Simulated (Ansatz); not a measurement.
# C2H4BN: how energies converge with the basis set

One table from this session's results is given with a row withheld; the runs are named, their logs left out.

Method: one geometry, several basis sets; program: Ansatz 0.2.0, Gaussian basis.

Levels to be run: PBE0-D4/def2-SVP; ωB97M-V/def2-SVP; PBE0-D4/def2-QZVPP; ωB97M-V/def2-QZVPP; the functionals' def2-TZVPP values are taken from earlier runs.

1 further run of the same task is left out (it didn't finish).

### The geometry

All runs share one geometry, relaxed beforehand with PBE0-D4 in a triple-zeta def2 set.

8 atoms, charge 0, spin multiplicity 1.

Atoms are counted from 1 here; the program's logs count them from 0.

Bond lengths: N1–C2 1.173 Å, N1–H5 1.003 Å, C2–B3 1.501 Å, B3–C4 1.447 Å, B3–H6 1.195 Å, C4–H7 1.087 Å, C4–H8 1.087 Å. Angles: C2–N1–H5 143.7°, N1–C2–B3 176.0°, C2–B3–C4 112.4°, C2–B3–H6 117.8°, C4–B3–H6 129.7°, B3–C4–H7 122.8°, B3–C4–H8 123.5°, H7–C4–H8 113.6°.

Set-up of the first run:

in.yaml

```yaml
crystal:
  periodic: [false, false, false]
  atoms:
    - {symbol: N, position_ang: [-1.021905, 1.748706, -0.545711]}
    - {symbol: C, position_ang: [-0.241113, 0.967144, -0.150701]}
    - {symbol: B, position_ang: [0.693741, -0.050216, 0.435280]}
    - {symbol: C, position_ang: [0.219367, -1.404973, 0.253611]}
    - {symbol: H, position_ang: [-1.311857, 2.263007, -1.356388]}
    - {symbol: H, position_ang: [1.699456, 0.345411, 0.946123]}
    - {symbol: H, position_ang: [0.776648, -2.274950, 0.591550]}
    - {symbol: H, position_ang: [-0.722238, -1.651328, -0.229563]}
basis:
  gaussian: {orbitals: def2-SVP}
hamiltonian: {xc: pbe0, dispersion: d4}
output: {orbitals: {seedname: orbitals}}
```

Run with:

```console
$ ansatz run in.yaml --threads 2 --pin off --events-out ev --progress --plain --max-ram 4352MiB
```

Among the steps run: PBE0-D4 in def2-SVP; ωB97M-V in def2-SVP; PBE0-D4 in def2-QZVPP; ωB97M-V in def2-QZVPP.

One of the session's tables, all rows but one given; the rest of the session is left out.

It belongs to the step «Functionals by basis». 

| functional | basis | HOMO (eV) | LUMO (eV) |
| --- | --- | --- | --- |
| PBE0-D4 | def2-SVP | -6.20 | -1.78 |
| PBE0-D4 | def2-TZVPP | -6.33 | -1.96 |
| PBE0-D4 | def2-QZVPP | ? | ? |
| ωB97M-V | def2-SVP | -8.16 | 0.30 |
| ωB97M-V | def2-TZVPP | -8.31 | 0.06 |
| ωB97M-V | def2-QZVPP | -8.33 | -0.01 |

Estimate the missing values for PBE0-D4, def2-QZVPP.

As computed: HOMO (eV): -6.35; LUMO (eV): -2.00. In the column «HOMO (eV)» it lies between ωB97M-V, def2-SVP (-8.16) and PBE0-D4, def2-TZVPP (-6.33).
